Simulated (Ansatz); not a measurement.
# C₂H₂Br₂: vertical ionisation energy

Aim: the vertical ionisation energy of C₂H₂Br₂, as cation minus neutral at the neutral's geometry, on several levels, and how well −ε(HOMO) stands in for it.

Computed with Ansatz 0.2.0, Gaussian basis. Level: unrestricted cation, the program's frozen cores in correlated methods.

Plan: UKS PBE-D4/def2-TZVPP; UKS r2SCAN-D4/def2-TZVPP; UKS PBE0-D4/def2-TZVPP; UKS B3LYP-D4/def2-TZVPP; UKS wB97X-V/def2-TZVPP; UKS wB97M-V/def2-TZVPP; UKS B2PLYP/def2-TZVPP; UHF-CCSD(T)/def2-TZVPP; UHF-MP2/def2-QZVPP; extrapolation to the limit; then −ε(HOMO) from the neutral's earlier runs with LDA (SPW92), PBE-D4, revPBE-D4, BLYP-D4, r2SCAN-D4, B97M-V, PBE0-D4, B3LYP-D4, r2SCANh-D4, r2SCAN0-D4, HSE06-D4, BHLYP-D4, CAM-B3LYP-D4, LC-ωPBE, ωB97X-V, ωB97M-V.

### 1 The geometry

The geometry comes from an earlier relaxation with PBE0-D4 in a triple-zeta def2 set; it is a stationary point.

SMILES `Br/C=C\Br`, 6 atoms, charge 0, spin multiplicity 1.

Atoms are counted from 1 here; the program's logs count them from 0.

Bond lengths: Br1–C2 1.864 Å, C2–C3 1.322 Å, C2–H5 1.082 Å, C3–Br4 1.864 Å, C3–H6 1.082 Å. Angles: Br1–C2–C3 125.6°, Br1–C2–H5 113.9°, C3–C2–H5 120.5°, C2–C3–Br4 125.6°, C2–C3–H6 120.5°, Br4–C3–H6 113.9°.

### 2 Cation, UKS PBE-D4/def2-TZVPP

in.yaml reads:

```yaml
crystal:
  periodic: [false, false, false]
  atoms:
    - {symbol: Br, position_ang: [0.526363, -2.116130, -0.196110]}
    - {symbol: C, position_ang: [0.627088, -0.274894, 0.077452]}
    - {symbol: C, position_ang: [-0.387451, 0.569764, 0.007520]}
    - {symbol: Br, position_ang: [-2.153013, 0.114572, -0.380720]}
    - {symbol: H, position_ang: [1.622514, 0.079874, 0.310054]}
    - {symbol: H, position_ang: [-0.235501, 1.626823, 0.181805]}
basis:
  gaussian: {orbitals: def2-TZVPP}
total_charge: 1
magnetization: {spin_polarized: true, initial_magnetization: 1}
hamiltonian: {xc: pbe, dispersion: d4}
```

On the command line:

```
ansatz run in.yaml --threads 2 --pin off --events-out ev --progress --plain --max-ram 22528MiB --backend cpu
```

After this run come: Cation, UKS r2SCAN-D4/def2-TZVPP; Cation, UKS PBE0-D4/def2-TZVPP; Cation, UKS B3LYP-D4/def2-TZVPP; Cation, UKS wB97X-V/def2-TZVPP; Cation, UKS wB97M-V/def2-TZVPP; Cation, UKS B2PLYP (frozen core)/def2-TZVPP; Cation, UHF-CCSD(T)/def2-TZVPP; Cation, UHF-MP2/def2-QZVPP.

**Question.** What will the summary of the whole plan be? Wanted: ionisation energy, CCSD(T)/CBS; nearest functional by difference; nearest −ε(HOMO); −ε(HOMO) of PBE; T1 of the cation.

The runs gave:

```
                        quantity               value
  ionisation energy, CCSD(T)/CBS             9.71 eV
nearest functional by difference  ωB97X-V (-0.21 eV)
                nearest −ε(HOMO)  LC-ωPBE (+0.18 eV)
                 −ε(HOMO) of PBE             6.15 eV
                T1 of the cation               0.025
```

In words: Energy differences with functionals land within 0.63 eV of the reference. −ε(HOMO) of PBE misses by 3.6 eV, since self-interaction lifts the level. Among orbital estimates LC-ωPBE comes nearest. Hartree-Fock falls 0.92 eV short, as the neutral has more correlation energy than the cation. Correlated methods include outer-core shells of Br, which these sets cover unevenly. With outer-core shells in play the reference is unsure by up to some tenths of an eV, so close misses can't be ranked.
